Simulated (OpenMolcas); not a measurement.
**Mn³⁺ among point charges: CASSCF and CASPT2 levels and susceptibility**

Aim: the splitting of the states of Mn³⁺ in the field of 6 point charges, its lowest levels with spin-orbit coupling and its magnetic susceptibility.

The numbers are computed with OpenMolcas 26.06 (state-averaged CASSCF and CASPT2, spin-orbit coupling by RASSI with atomic mean-field integrals), except any that are marked as measured or tabulated.

**1. The atom as given**

| Item | Value |
| --- | --- |
| Species | Mn³⁺ (manganese, Z = 25, 22 electrons) |
| Basis | ANO-RCC-VDZP [5s4p2d1f], 34 functions |
| Scalar Hamiltonian | DKH2, point nucleus |
| Inactive shells | 1s 2s 2p 3s 3p |
| Active space | 4 electrons in 5 orbitals (3d) |
| Some configurations of this space | 3d⁴ |
| Orbitals | optimised for each spin and parity, averaged over all roots |

Outer shells as boxes (Hund's rule):

3d4
```
3d [↑ ][↑ ][↑ ][↑ ][  ]
```

The ion sits among 6 point charges of -1 e arranged as an octahedron (Oh), 1.72 Å from the ion.

Each step is its own input file, run in one work folder so that later steps find the files of earlier ones. Labels, J, g values, rates, χT and fits are worked out afterwards by a script from the matrices that RASSI stores. The input lists half of the charges; inversion (Group=XYZ) makes the rest.

**2. One- and two-electron integrals**

File a.inp:

```
&GATEWAY
Coord
1

Mn 0.0 0.0 0.0
Basis=ANO-RCC-VDZP
Group=XYZ
NoMove
AngMom=0.0 0.0 0.0
AMFI
XField
3 Angstrom 0
1.720000 0.000000 0.000000 -1.000000
0.000000 1.720000 0.000000 -1.000000
0.000000 0.000000 1.720000 -1.000000
&SEWARD
```

Run with:

```
$ OMP_NUM_THREADS=1 MOLCAS_MEM=1689 MOLCAS_PROJECT=a pymolcas a.inp > a.log
```

**3. CASSCF: quintets of even parity, 5 roots**

File a.inp:

```
&RASSCF
FileOrb=start.orb
Symmetry=1
Spin=5
nActEl=4 0 0
Inactive=3 6
Ras2=5 0
CIRoot=5 5 1
SDav=5
CIMx=300
Iter=120 100
PrWF=0.3
OrbListing=Nothing
MaxOrb=0
>>> COPY $Project.JobIph JOB001
```

start.orb holds the contracted functions of the basis, ordered by shell, or the orbitals of the step before.

**4. CASSCF: triplets of even parity, 45 roots**

File a.inp:

```
&RASSCF
FileOrb=start.orb
Symmetry=1
Spin=3
nActEl=4 0 0
Inactive=3 6
Ras2=5 0
CIRoot=45 45 1
SDav=45
CIMx=300
Iter=120 100
PrWF=0.3
OrbListing=Nothing
MaxOrb=0
>>> COPY $Project.JobIph JOB002
```

**5. CASSCF: singlets of even parity, 50 roots**

File a.inp:

```
&RASSCF
FileOrb=start.orb
Symmetry=1
Spin=1
nActEl=4 0 0
Inactive=3 6
Ras2=5 0
CIRoot=50 50 1
SDav=50
CIMx=300
Iter=120 100
PrWF=0.3
OrbListing=Nothing
MaxOrb=0
>>> COPY $Project.JobIph JOB003
```

**6. RASSI: spin-orbit coupling between the states**

File a.inp:

```
&RASSI
NrOfJobIphs=3 5 45 50
1 2 3 4 5
1 2 3 4 5 6 7 8 9 10 11 12 13 14 15 16 17 18 19 20 21 22 23 24 25 26 27
28 29 30 31 32 33 34 35 36 37 38 39 40 41 42 43 44 45
1 2 3 4 5 6 7 8 9 10 11 12 13 14 15 16 17 18 19 20 21 22 23 24 25 26 27
28 29 30 31 32 33 34 35 36 37 38 39 40 41 42 43 44 45 46 47 48 49 50
IphNames
JOB001
JOB002
JOB003
EJob
SpinOrbit
DIPRint=1.0
SOCoupling=1000.0
Subsets=2
Property=9
'ANGMOM' 1 'ANGMOM' 2 'ANGMOM' 3 'MLTPL  1' 1 'MLTPL  1' 2 'MLTPL  1' 3
'AMFI' 1 'AMFI' 2 'AMFI' 3
SOProperty=3
'ANGMOM' 1 'ANGMOM' 2 'ANGMOM' 3
```

**7. CASPT2: IPEA 0.25, imaginary shift 0.1 (closed shells correlated: 3s 3p)**

File a.inp:

```
>>> COPY JOB001 $Project.JobIph
&CASPT2
Multistate=5 1 2 3 4 5
NoMult
Frozen=2 3
IPEA=0.25
Imaginary=0.1
MaxIter=60
WThr=0.0 0.3 0.05
PrWF=0.5
NoMix
>>> COPY JOB002 $Project.JobIph
&CASPT2
Multistate=45 1 2 3 4 5 6 7 8 9 10 11 12 13 14 15 16 17 18 19 20 21 22
23 24 25 26 27 28 29 30 31 32 33 34 35 36 37 38 39 40 41 42 43 44 45
NoMult
Frozen=2 3
IPEA=0.25
Imaginary=0.1
MaxIter=60
WThr=0.0 0.3 0.05
PrWF=0.5
NoMix
>>> COPY JOB003 $Project.JobIph
&CASPT2
Multistate=50 1 2 3 4 5 6 7 8 9 10 11 12 13 14 15 16 17 18 19 20 21 22
23 24 25 26 27 28 29 30 31 32 33 34 35 36 37 38 39 40 41 42 43 44 45 46
47 48 49 50
NoMult
Frozen=2 3
IPEA=0.25
Imaginary=0.1
MaxIter=60
WThr=0.0 0.3 0.05
PrWF=0.5
NoMix
```

(Steps that only read results are left out.)

What does the calculation give? Wanted: spin-free ground state; first state of the same spin within the active space; lowest level; next level.

**Answer**, as computed:

| quantity | value |
| --- | --- |
| method | SS-CASPT2, IPEA 0.25, imaginary shift 0.1 (closed shells correlated: 3s 3p) |
| spin-free ground state | 5E, 2-fold in its orbital part |
| first state of the same spin within the active space | 5T2 at 4040 cm⁻¹ |
| lowest level | 1-fold A1 |
| next level | 20.7 cm⁻¹ |
| χT at 300 K | 2.78 cm³ K/mol |
| effective moment at 300 K | 4.72 μB |

Cost by method:

| method | time of its own steps | time with the reference |
| --- | --- | --- |
| A. CASSCF | 23 s | 23 s |
| B. SS-CASPT2, IPEA 0.25, imaginary shift 0.1, +3s 3p | 6.2 s | 29 s |

Times are of one thread on a shared host.

What this shows: The spin-free ground state (5E) comes to 100 % from free-ion D terms and keeps the highest spin of the shell. χT at 300 K is 2.78, against 3.01 cm³ K/mol for the spin alone; near agreement at one temperature doesn't show that the orbital moment is quenched. An active space of the d shell alone favours high spin; real ions in strong fields can be low spin. A ligand-field fit to the states below 45000 cm-1 gives 10Dq = 4053 cm-1, B = 936 cm-1 and C = 4390 cm-1 (C/B = 4.69), with a deviation of 597 cm-1. CASPT2 does not keep the components of a term degenerate, and the means are used. An orbital doublet at a regular site is open to a Jahn-Teller distortion, which this geometry leaves out. The field of point charges can differ much from that of real complexes. With metal d orbitals alone active, the gaps between spin states are rough; where two lie within a few thousand cm-1, their order is open. This is an electrostatic model: the charges have no orbitals.
